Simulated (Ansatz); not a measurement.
# KTaO3: the cost of one run

Program: Ansatz 0.2.0. Level of theory: DFT LDA, scalar-relativistic. These are calculated values, not measurements.

### Step 1. The starting structure

Symmetry: Pm-3m, No. 221, cubic system. The conventional cell has a = 3.988 Å, b = 3.988 Å, c = 3.988 Å, α = 90.00°, β = 90.00°, γ = 90.00°. K (site symmetry m-3m) has 12 O at 2.82 Å as nearest neighbours. Ta (site symmetry m-3m) is surrounded by 6 O at 1.99 Å. O (site symmetry 4/mmm) has 2 Ta at 1.99 Å and 4 K at 2.82 Å as nearest neighbours.

Coordinates:

```cif
data_structure
_symmetry_space_group_name_H-M 'Pm-3m'
_symmetry_Int_Tables_number 221
_cell_length_a 3.9883
_cell_length_b 3.9883
_cell_length_c 3.9883
_cell_angle_alpha 90.000
_cell_angle_beta 90.000
_cell_angle_gamma 90.000
_cell_volume 63.44
loop_
_atom_site_label
_atom_site_type_symbol
_atom_site_symmetry_multiplicity
_atom_site_Wyckoff_symbol
_atom_site_fract_x
_atom_site_fract_y
_atom_site_fract_z
_atom_site_occupancy
K1 K 1 b 0.50000 0.50000 0.50000 1
Ta1 Ta 1 a 0.00000 0.00000 0.00000 1
O1 O 3 d 0.50000 0.00000 0.00000 1
```

The file gives the conventional cell by its symmetry; the runs use the cell typed in the input.

Atoms are numbered in the order of the input: K1, Ta2, O3, O4, O5.

### Step 2. Volume × 0.94, LAPW

input.yaml

```yaml
crystal:
  lattice:
    - [3.9068832774, 0.0, 0.0]
    - [0.0, 3.9068832774, 0.0]
    - [0.0, 0.0, 3.9068832774]
  atoms:
    - { symbol: K, position: [0.5, 0.5, 0.5] }
    - { symbol: Ta, position: [0.0, 0.0, 0.0] }
    - { symbol: O, position: [0.5, 0.0, 0.0] }
    - { symbol: O, position: [0.0, 0.5, 0.0] }
    - { symbol: O, position: [0.0, 0.0, 0.5] }
kpoints:
  mp_grid: { grid: [5, 5, 5] }
  band_path:
    path:
      - [0.0, 0.0, 0.0]
      - [0.0, 0.5, 0.0]
      - [0.5, 0.5, 0.0]
      - [0.0, 0.0, 0.0]
      - [0.5, 0.5, 0.5]
      - [0.0, 0.5, 0.0]
      - [0.5, 0.5, 0.5]
      - [0.5, 0.5, 0.0]
    npoints: 5
scf:
  occupations: { method: fermi_dirac, width: 0.01 }
hamiltonian:
  xc: lda
  pseudopotentials: { kind: all_electron, lapw: { basis_error: 0.0005 } }
output:
  forces: true
  stress: true
  eigenvalues: true
```

Started as:

```
> ansatz run input.yaml --threads 2 --pin off --max-ram 8192MiB --backend cpu --events-out ev --progress --plain --runs-dir out
```

Q: Estimate wall time and peak memory on 2 threads of Intel Xeon Platinum 8488C (Sapphire Rapids), shared host.

About 27 s, with a peak of 0.52 GiB.
